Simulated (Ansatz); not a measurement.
# C₂H₅NSSi: one species, many methods

How much do the methods differ for C₂H₅NSSi? The plan is to run it at one geometry with functionals of several rungs and with coupled cluster. The yardstick is the atomisation energy at the CCSD(T) limit.

Program: Ansatz 0.2.0, Gaussian basis. Level of theory: functionals in def2-TZVPP, the program's frozen cores in correlated methods. These are calculated values, not measurements.

Plan: PBE-D4, r2SCAN-D4, PBE0-D4, B3LYP-D4, ωB97X-V, ωB97M-V, B2PLYP; CCSD(T)/def2-TZVPP; MP2/def2-QZVPP; extrapolation to the limit.

## 1. The geometry

An earlier PBE0-D4 in a triple-zeta def2 set relaxation fixed the geometry.

10 atoms, charge 0, spin multiplicity 1.

Atoms are counted from 1 here; the program's logs count them from 0.

Bond lengths: Si1–S2 2.161 Å, Si1–H6 1.480 Å, Si1–H7 1.480 Å, Si1–H8 1.484 Å, S2–C3 1.701 Å, C3–C4 1.275 Å, C3–N5 1.497 Å, C4–N5 1.511 Å, C4–H9 1.073 Å, N5–H10 1.026 Å. Angles: S2–Si1–H6 111.3°, S2–Si1–H7 110.3°, S2–Si1–H8 102.5°, H6–Si1–H7 111.3°, H6–Si1–H8 110.4°, H7–Si1–H8 110.7°, Si1–S2–C3 96.4°, S2–C3–C4 158.2°, S2–C3–N5 136.2°, C4–C3–N5 65.5°, C3–C4–N5 64.3°, C3–C4–H9 157.2°, N5–C4–H9 138.1°, C3–N5–C4 50.2°, C3–N5–H10 107.7°, C4–N5–H10 108.0°.

## 2. PBE-D4 (GGA)

in.yaml

```yaml
crystal:
  periodic: [false, false, false]
  atoms:
    - {symbol: Si, position_ang: [-1.297688, -1.205491, -0.612036]}
    - {symbol: S, position_ang: [-0.804811, 0.826440, -1.157988]}
    - {symbol: C, position_ang: [0.550888, 0.971966, -0.140571]}
    - {symbol: C, position_ang: [1.674379, 1.404658, 0.280153]}
    - {symbol: N, position_ang: [1.089228, 0.245742, 1.052311]}
    - {symbol: H, position_ang: [-0.225667, -2.144649, -1.010787]}
    - {symbol: H, position_ang: [-1.576175, -1.293416, 0.838589]}
    - {symbol: H, position_ang: [-2.529145, -1.460191, -1.399197]}
    - {symbol: H, position_ang: [2.579103, 1.980739, 0.268043]}
    - {symbol: H, position_ang: [0.622989, 0.622902, 1.884384]}
basis:
  gaussian: {orbitals: def2-TZVPP}
hamiltonian: {xc: pbe, dispersion: d4}
output: {forces: true, orbitals: {seedname: orbitals}}
```

Launch:

```sh
ansatz run in.yaml --threads 4 --pin off --events-out ev --progress --plain --max-ram 10444MiB
```

The runs that follow: r2SCAN-D4 (meta-GGA); PBE0-D4 (hybrid); B3LYP-D4 (hybrid); ωB97X-V (range-separated); ωB97M-V (range-separated); B2PLYP (double hybrid); CCSD(T) in def2-TZVPP; MP2 in def2-QZVPP.

Before running them: what should the planned runs give, taken together? Wanted: atomisation energy, CCSD(T)/CBS; farthest; mean size of error, hybrid; mean size of error, range-separated; gap, smallest and largest; T1 diagnostic; triples share of the correlation energy.

The runs gave:

```
                               quantity                                 value
        atomisation energy, CCSD(T)/CBS                         3435.0 kJ/mol
 functionals within 17.2 kJ/mol (0.5 %)                              B3LYP-D4
                               farthest                PBE-D4 (+128.6 kJ/mol)
             mean size of error, hybrid                           21.3 kJ/mol
    mean size of error, range-separated                           28.6 kJ/mol
              gap, smallest and largest  3.41 eV (PBE-D4), 10.00 eV (ωB97X-V)
                          T1 diagnostic                                0.0127
triples share of the correlation energy                                 4.8 %
```

PBE-D4 misses by +128.6 kJ/mol. Double hybrids carry the basis error of their MP2 part in triple zeta, and no dispersion term here, so their miss is partly the set-up's. The reference freezes the cores and leaves out relativity and excitations past (T), so misses under about 17.2 kJ/mol can't be ranked. Hartree-Fock recovers 66 % of the binding; the rest is correlation. The gap grows from 3.4 to 10.0 eV across the functionals, mostly with the share of exact exchange. The restricted reference is unstable towards a spin-broken one.
